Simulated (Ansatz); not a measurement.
# Cl2FHZn: the cost of one run

The runs use Ansatz 0.2.0; RKS PBE0-D4/def2-SVP.

**1. Reference run: Cl2FHZn, relaxed**

File input.yaml:

```yaml
crystal:
  periodic: [false, false, false]
  atoms:
    - { symbol: Zn, position_ang: [-0.483053, 0.029822, -0.640441] }
    - { symbol: Cl, position_ang: [1.898911, -0.71982, 0.142161] }
    - { symbol: Cl, position_ang: [-1.884688, 0.188237, -2.2026] }
    - { symbol: H, position_ang: [0.77826, 0.013808, 1.27061] }
    - { symbol: F, position_ang: [-0.309331, 0.488053, 1.43027] }
basis:
  gaussian: { orbitals: def2-SVP }
hamiltonian:
  xc: pbe0
  dispersion: d4
output:
  forces: true
relax:
  f_tol: 0.02
  max_steps: 120
  constraints:
    - { distance: [0, 4] }
    - { distance: [1, 3] }
    - { distance: [0, 1] }
    - { distance: [3, 4] }
  escape_saddle: false
```

Started as:

```console
$ ansatz run input.yaml --threads 1 --pin off --max-ram 2560MiB --backend cpu --events-out ev --progress --plain --runs-dir out
```

**Question.** How long does this run take on 1 thread of Arm Neoverse V1, shared host, and how much memory does it need?

About 16 s, with a peak of 0.18 GiB.
